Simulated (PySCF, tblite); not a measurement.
# trimethylborane (C₃H₉B): dynamics, then NMR shifts and electronic excitations on frames, part 2 of 2

tblite 0.8.0 and PySCF 2.14.0. Atoms count from 0. The steps go on from the part before.

**9. Shielding tensors: 800 fs, PBE0/pcSseg-1**

Job settings and geometry (Å):

```
{"job": {"kind": "nmr", "xc": "PBE0", "basis": "pcSseg-1", "pop": false}, "charge": 0, "multiplicity": 1}
C     -0.345200     1.073900     0.410200
B     -0.825500    -0.351200     0.800100
C      0.281000    -1.491200     0.865300
C     -2.360000    -0.333600     1.148000
H     -0.719900     1.947600     0.943900
H      0.762300     1.102600     0.544900
H     -0.563700     1.330300    -0.622600
H      0.652200    -1.585300     1.871500
H      1.167700    -1.041500     0.357600
H      0.129700    -2.443700     0.365000
H     -2.854300    -1.364200     0.981500
H     -2.434500    -0.153000     2.200900
H     -2.872200     0.380500     0.539400
```

Method: GIAO PBE0/pcSseg-1 NMR shielding, non-relativistic, gas phase.

Output:

```text
coarse grid: 9928 points
cycle   1  E = -144.2876674150  dE =  9.328e-02  |g| = 5.012e-01  |ddm| = 2.866e+00
cycle   2  E = -144.2753945727  dE =  1.227e-02  |g| = 5.451e-01  |ddm| = 9.004e-01
cycle   3  E = -144.3549710134  dE = -7.958e-02  |g| = 1.513e-02  |ddm| = 4.947e-01
cycle   4  E = -144.3550113128  dE = -4.030e-05  |g| = 1.079e-02  |ddm| = 2.658e-02
cycle   5  E = -144.3550424194  dE = -3.111e-05  |g| = 1.308e-03  |ddm| = 9.941e-03
cycle   6  E = -144.3550428179  dE = -3.985e-07  |g| = 4.333e-04  |ddm| = 1.356e-03
final grid: 93184 points
cycle   7  E = -144.3746977258  dE = -2.678e-05  |g| = 7.346e-03  |ddm| = 2.206e-02
cycle   8  E = -144.3746949520  dE =  2.774e-06  |g| = 8.052e-03  |ddm| = 1.208e-02
cycle   9  E = -144.3747116682  dE = -1.672e-05  |g| = 1.359e-04  |ddm| = 6.550e-03
cycle  10  E = -144.3747116724  dE = -4.195e-09  |g| = 6.922e-05  |ddm| = 2.224e-04
cycle  11  E = -144.3747116736  dE = -1.226e-09  |g| = 1.913e-05  |ddm| = 7.845e-05
cycle  12  E = -144.3747116737  dE = -9.459e-11  |g| = 2.832e-06  |ddm| = 1.669e-05
converged SCF energy = -144.3747116737

GIAO shielding tensors (ppm)
atom      isotropic    diamagn.    paramagn.     s11        s22        s33       span
  0 C      163.087     255.454     -92.367    147.320    153.655    188.286     40.966
  1 B        8.747     187.665    -178.917    -60.660    -36.258    123.159    183.819
  2 C      171.646     255.522     -83.877    158.024    166.623    190.290     32.266
  3 C      167.889     252.467     -84.578    147.365    171.238    185.064     37.699
  4 H       30.515      31.880      -1.365     27.073     29.607     34.866      7.793
  5 H       30.346      33.121      -2.775     26.208     30.508     34.321      8.113
  6 H       30.740      32.646      -1.906     27.296     29.488     35.435      8.140
  7 H       31.093      30.453       0.640     27.548     29.075     36.654      9.106
  8 H       29.852      33.328      -3.476     26.035     29.559     33.963      7.928
  9 H       30.628      30.620       0.008     26.586     28.547     36.751     10.165
 10 H       29.309      27.635       1.674     25.545     27.928     34.454      8.910
 11 H       31.466      29.096       2.371     27.990     29.793     36.616      8.626
 12 H       30.659      30.983      -0.324     26.803     30.898     34.275      7.471
```

Run time: 3 s. Hardware: 1 thread of AMD EPYC 9R45, shared host; peak memory 0.55 GiB.

Key values: δ C0 23.8, C3 19.0, C2 15.3, B1 91.3, H10 2.41, H8 1.86 ppm.

**10. Excited states and response: 800 fs, PBE0/def2-SVPD**

Settings changed since step 9:

```diff
@@ -1,2 +1,2 @@
-{"job": {"kind": "nmr", "xc": "PBE0", "basis": "pcSseg-1", "pop": false}, "charge": 0, "multiplicity": 1}
+{"job": {"kind": "uv", "xc": "PBE0", "basis": "def2-SVPD", "nstates": 5, "ntriplets": 0}, "charge": 0, "multiplicity": 1}
 C     -0.345200     1.073900     0.410200
```

With the program's defaults for keys left out, this is: TDDFT PBE0/def2-SVPD, vertical, gas phase, core orbitals frozen in the response.

Output:

```text
coarse grid: 9928 points
cycle   1  E = -144.2135599860  dE =  5.927e-02  |g| = 4.839e-01  |ddm| = 4.493e+00
cycle   2  E = -144.2009029589  dE =  1.266e-02  |g| = 5.291e-01  |ddm| = 1.201e+00
cycle   3  E = -144.2778870648  dE = -7.698e-02  |g| = 1.848e-02  |ddm| = 5.945e-01
cycle   4  E = -144.2779539382  dE = -6.687e-05  |g| = 1.229e-02  |ddm| = 4.270e-02
cycle   5  E = -144.2779965399  dE = -4.260e-05  |g| = 1.347e-03  |ddm| = 1.792e-02
cycle   6  E = -144.2779969802  dE = -4.403e-07  |g| = 4.762e-04  |ddm| = 2.443e-03
final grid: 93184 points
cycle   7  E = -144.2972734119  dE = -2.937e-05  |g| = 7.188e-03  |ddm| = 9.209e-02
cycle   8  E = -144.2972707277  dE =  2.684e-06  |g| = 7.843e-03  |ddm| = 1.807e-02
cycle   9  E = -144.2972870706  dE = -1.634e-05  |g| = 1.820e-04  |ddm| = 8.718e-03
cycle  10  E = -144.2972870792  dE = -8.603e-09  |g| = 8.314e-05  |ddm| = 4.342e-04
cycle  11  E = -144.2972870811  dE = -1.931e-09  |g| = 1.887e-05  |ddm| = 1.453e-04
cycle  12  E = -144.2972870812  dE = -9.783e-11  |g| = 3.831e-06  |ddm| = 3.062e-05
converged SCF energy = -144.2972870812

Static polarisability (au): isotropic 53.263, principal 44.541 56.746 58.502

Singlet excitations
state   eV       nm        f      main configurations
  1   5.8397    212.3   0.00085   H->L 0.99
  2   6.6435    186.6   0.00144   H-1->L 0.99
  3   7.3223    169.3   0.05827   H->L+1 0.99
  4   7.8867    157.2   0.00450   H-2->L 0.99
  5   8.0913    153.2   0.06630   H-1->L+1 0.99
```

Wall time 4 s (1 thread of AMD EPYC 9R45, shared host); peak memory 0.63 GiB.

This run: HOMO -8.07 eV, LUMO -0.35 eV; lowest singlet 5.84 eV.

**11. NMR shieldings: 1000 fs, PBE0/pcSseg-1**

Job settings and geometry (Å):

```
{"job": {"kind": "nmr", "xc": "PBE0", "basis": "pcSseg-1", "pop": false}, "charge": 0, "multiplicity": 1}
C     -0.508900     0.659400     0.231600
B     -0.943900    -0.581700     1.022400
C      0.227700    -1.553000     1.488400
C     -2.445600    -0.505400     1.428100
H     -1.257200     1.161100    -0.334500
H      0.005400     1.325100     0.896600
H      0.242100     0.399400    -0.519700
H      0.059000    -2.535500     1.981900
H      0.828200    -0.976900     2.154400
H      0.691100    -1.842600     0.590700
H     -3.108700    -1.301300     1.137400
H     -2.426200    -0.619000     2.517900
H     -3.042200     0.362300     1.259000
```

With the program's defaults for keys left out, this is: GIAO PBE0/pcSseg-1 NMR shielding, non-relativistic, gas phase.

Output:

```text
coarse grid: 9928 points
cycle   1  E = -144.2765276942  dE =  2.076e-01  |g| = 5.287e-01  |ddm| = 2.891e+00
cycle   2  E = -144.2652685261  dE =  1.126e-02  |g| = 5.667e-01  |ddm| = 9.503e-01
cycle   3  E = -144.3503107208  dE = -8.504e-02  |g| = 1.748e-02  |ddm| = 5.239e-01
cycle   4  E = -144.3503686473  dE = -5.793e-05  |g| = 1.131e-02  |ddm| = 2.979e-02
cycle   5  E = -144.3504030214  dE = -3.437e-05  |g| = 1.250e-03  |ddm| = 1.064e-02
cycle   6  E = -144.3504033724  dE = -3.510e-07  |g| = 4.710e-04  |ddm| = 1.356e-03
final grid: 93184 points
cycle   7  E = -144.3707240431  dE = -2.533e-05  |g| = 7.997e-03  |ddm| = 1.974e-02
cycle   8  E = -144.3707212565  dE =  2.787e-06  |g| = 8.651e-03  |ddm| = 1.327e-02
cycle   9  E = -144.3707403210  dE = -1.906e-05  |g| = 1.505e-04  |ddm| = 7.069e-03
cycle  10  E = -144.3707403257  dE = -4.768e-09  |g| = 7.649e-05  |ddm| = 2.351e-04
cycle  11  E = -144.3707403273  dE = -1.532e-09  |g| = 1.581e-05  |ddm| = 8.187e-05
cycle  12  E = -144.3707403273  dE = -6.219e-11  |g| = 3.057e-06  |ddm| = 1.385e-05
converged SCF energy = -144.3707403273

GIAO shielding tensors (ppm)
atom      isotropic    diamagn.    paramagn.     s11        s22        s33       span
  0 C      168.584     255.660     -87.076    151.761    164.891    189.100     37.339
  1 B       11.928     187.841    -175.914    -59.765    -29.670    125.218    184.983
  2 C      177.173     252.209     -75.037    163.286    179.438    188.794     25.508
  3 C      174.327     247.007     -72.680    159.092    171.880    192.010     32.918
  4 H       31.146      33.745      -2.600     27.228     30.690     35.520      8.292
  5 H       31.430      32.839      -1.409     27.981     30.160     36.148      8.167
  6 H       30.973      33.836      -2.863     26.675     30.699     35.546      8.872
  7 H       30.427      28.277       2.151     27.031     28.014     36.237      9.206
  8 H       31.610      31.472       0.138     27.426     30.478     36.926      9.501
  9 H       31.789      33.104      -1.315     27.068     31.367     36.932      9.864
 10 H       30.953      28.251       2.701     26.919     28.979     36.959     10.040
 11 H       31.065      27.256       3.809     26.907     29.881     36.407      9.500
 12 H       31.114      30.843       0.271     27.638     30.034     35.670      8.032
```

It took 3 s on 1 thread of AMD EPYC 9R45, shared host; peak memory 0.55 GiB.

In short: δ C0 18.3, C3 12.6, C2 9.8, B1 88.1, H7 1.29, H10 0.76 ppm.

**12. TDDFT and polarisability: 1000 fs, PBE0/def2-SVPD**

Settings changed since step 11:

```diff
@@ -1,2 +1,2 @@
-{"job": {"kind": "nmr", "xc": "PBE0", "basis": "pcSseg-1", "pop": false}, "charge": 0, "multiplicity": 1}
+{"job": {"kind": "uv", "xc": "PBE0", "basis": "def2-SVPD", "nstates": 5, "ntriplets": 0}, "charge": 0, "multiplicity": 1}
 C     -0.508900     0.659400     0.231600
```

Level: TDDFT PBE0/def2-SVPD, vertical, gas phase, core orbitals frozen in the response.

Output:

```text
coarse grid: 9928 points
cycle   1  E = -144.2019489894  dE =  1.728e-01  |g| = 5.096e-01  |ddm| = 4.683e+00
cycle   2  E = -144.1901513468  dE =  1.180e-02  |g| = 5.499e-01  |ddm| = 1.276e+00
cycle   3  E = -144.2723382928  dE = -8.219e-02  |g| = 2.100e-02  |ddm| = 6.419e-01
cycle   4  E = -144.2724297786  dE = -9.149e-05  |g| = 1.279e-02  |ddm| = 4.843e-02
cycle   5  E = -144.2724759958  dE = -4.622e-05  |g| = 1.243e-03  |ddm| = 1.985e-02
cycle   6  E = -144.2724763484  dE = -3.526e-07  |g| = 5.174e-04  |ddm| = 2.354e-03
final grid: 93184 points
cycle   7  E = -144.2924824667  dE = -2.645e-05  |g| = 7.758e-03  |ddm| = 1.020e-01
cycle   8  E = -144.2924797743  dE =  2.692e-06  |g| = 8.370e-03  |ddm| = 2.114e-02
cycle   9  E = -144.2924981763  dE = -1.840e-05  |g| = 2.032e-04  |ddm| = 9.757e-03
cycle  10  E = -144.2924981869  dE = -1.063e-08  |g| = 8.128e-05  |ddm| = 4.506e-04
cycle  11  E = -144.2924981887  dE = -1.843e-09  |g| = 1.587e-05  |ddm| = 1.597e-04
cycle  12  E = -144.2924981888  dE = -6.634e-11  |g| = 3.503e-06  |ddm| = 2.778e-05
converged SCF energy = -144.2924981888

Static polarisability (au): isotropic 51.910, principal 43.837 55.131 56.761

Singlet excitations
state   eV       nm        f      main configurations
  1   6.0702    204.3   0.00106   H->L 0.97
  2   6.7166    184.6   0.00404   H-1->L 0.97
  3   7.4423    166.6   0.05733   H->L+1 0.97
  4   8.0993    153.1   0.04926   H-1->L+1 0.85, H-2->L 0.11
  5   8.1091    152.9   0.00849   H-2->L 0.87, H-1->L+1 0.12
```

Run time: 4.1 s. Hardware: 1 thread of AMD EPYC 9R45, shared host; peak memory 0.63 GiB.

In short: HOMO -8.13 eV, LUMO -0.25 eV; lowest singlet 6.07 eV.

**13. Run by run: NMR shifts**

Shifts (ppm) of some atoms, chosen among heavy atoms and hydrogens apart, with basis size and wall time:

```
  frame    C3    C2    C0   H11     H6     H4    B1  functions   time
 250 fs  16.9  14.8  12.1  1.23   0.91  -0.80  89.7        113  3.1 s
 425 fs  17.9  16.8  10.5  0.64  -0.62   0.57  90.8        113  2.8 s
 625 fs  26.4  12.1  21.0  2.05   2.11   1.55  90.6        113  2.8 s
 800 fs  19.0  15.3  23.8  0.25   0.98   1.20  91.3        113    3 s
1000 fs  12.6   9.8  18.3  0.65   0.74   0.57  88.1        113    3 s
```

**14. Side by side: electronic excitations**

Excitations and ground-state properties, with basis size and wall time:

```csv
frame,lowest singlet (eV),brightest (eV),f,gap (eV),α (Å³),μ (D),functions,time
250 fs,6.34,7.63,0.059,8.21,7.67,0.08,152,4.1 s
425 fs,6.12,7.98,0.064,8.02,7.87,0.15,152,4 s
625 fs,5.88,7.33,0.062,7.70,8.25,0.36,152,4.1 s
800 fs,5.84,8.09,0.066,7.73,7.89,0.14,152,4 s
1000 fs,6.07,7.44,0.057,7.88,7.69,0.06,152,4.1 s
```

**15. What came out**

This closing draws on all 2 parts.

| quantity | value |
| --- | --- |
| thermostat | 300 K |
| mean temperature, second half | 350 K |
| mean potential energy above the minimum | 0.54 eV |
| 13C shifts against TMS (PBE0/pcSseg-1, 250 fs) | 16.9, 14.8, 12.1 ppm |
| 1H shifts against TMS (PBE0/pcSseg-1, 250 fs) | 1.77, 1.24, 1.23, 0.91, 0.66, 0.43, 0.03, -0.35, -0.80 ppm |
| 11B shifts against BF3·OEt2 (PBE0/pcSseg-1, 250 fs) | 89.7 ppm |
| lowest singlet (PBE0/def2-SVPD, 250 fs) | 6.34 eV (195 nm), f = 0.001 |
| brightest single state of those computed | state 3, 7.63 eV, f = 0.059 |
| range of the shift of C3 | 12.6 to 26.4 ppm |
| range of the lowest singlet | 5.84 to 6.34 eV |

In the second half the potential energy averages 0.54 eV above the minimum; equipartition over 33 harmonic modes at 300 K would give 0.43 eV. With 13 atoms the temperature swings widely (149 to 503 K). Shifts at one fixed geometry are not the observed spectrum, which averages over the motion. In the first frame run (250 fs): Shielding is most anisotropic at B1 (span 171 ppm, paramagnetic term -178 ppm). The lowest singlet, at 6.34 eV, is HOMO→LUMO 0.99 and is dark; of the 5 states computed, the strongest absorption comes from state 3 at 7.63 eV. Across the 5 runs the shift of C3 moves most, between 12.6 (1000 fs) and 26.4 ppm (625 fs). The lowest singlet runs from 5.84 eV (800 fs) to 6.34 eV (250 fs), while the orbital gap spans 7.70 to 8.21 eV. The lowest state need not be the same one in every run.
